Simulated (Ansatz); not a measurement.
# AuS2: the cost of one run

Method: DFT PBE, scalar-relativistic, plane waves, PAW, in Ansatz 0.2.0.

3 further runs of the same task are left out: 3 set aside as unsound or not needed.

**1. The structure to begin with**

The structure is orthorhombic, space group Pnnm (No. 58). Conventional cell: a = 5.685 Å, b = 5.858 Å, c = 3.826 Å, α = 90.00°, β = 90.00°, γ = 90.00°. S (site symmetry m) has 3 Au at 2.46 to 2.52 Å as nearest neighbours. Around Au (site symmetry 2/m) lie 6 S at 2.46 to 2.52 Å.

Coordinates:

```
S Au
1.0
     5.68502    0.00000    0.00000
     0.00000    5.85812    0.00000
     0.00000    0.00000    3.82645
S Au
4 2
Direct
  0.22500 0.82500 0.50000
  0.72500 0.67500 0.00000
  0.77500 0.17500 0.50000
  0.27500 0.32500 0.00000
  0.50000 0.50000 0.50000
  0.00000 0.00000 0.00000
```

(A quick probe on a coarse mesh, which set the mesh and smearing, is not shown.)

**3. Rough relaxation on the coarse mesh**

Input file input.yaml:

```yaml
crystal:
  lattice:
    - [5.685017661, 0.0, 0.0]
    - [0.0, 5.8581191603, 0.0]
    - [0.0, 0.0, 3.8264541949]
  atoms:
    - { symbol: S, position: [0.225, 0.825, 0.5] }
    - { symbol: S, position: [0.725, 0.675, 0.0] }
    - { symbol: S, position: [0.775, 0.175, 0.5] }
    - { symbol: S, position: [0.275, 0.325, 0.0] }
    - { symbol: Au, position: [0.5, 0.5, 0.5] }
    - { symbol: Au, position: [0.0, 0.0, 0.0] }
basis:
  ecutwfc: 420
kpoints:
  mp_grid: { grid: [4, 4, 4] }
hamiltonian:
  xc: pbe
scf:
  occupations: { method: gaussian, width: 0.1 }
  lower_state_search: "off"
output:
  forces: true
  stress: true
  eigenvalues: true
relax:
  adjacent_minimum: "off"
  f_tol: 0.04
  max_steps: 70
  cell: { stress_tol: 0.4 }
```

Command:

```bash
$ ansatz run input.yaml --threads 1 --pin off --max-ram 2560MiB --backend cpu --events-out ev --progress --plain --runs-dir out
```

Q: Estimate wall time and peak memory on 1 thread of Intel Xeon 6975P-C (Granite Rapids), shared host.

About 63 s, with a peak of 0.48 GiB.
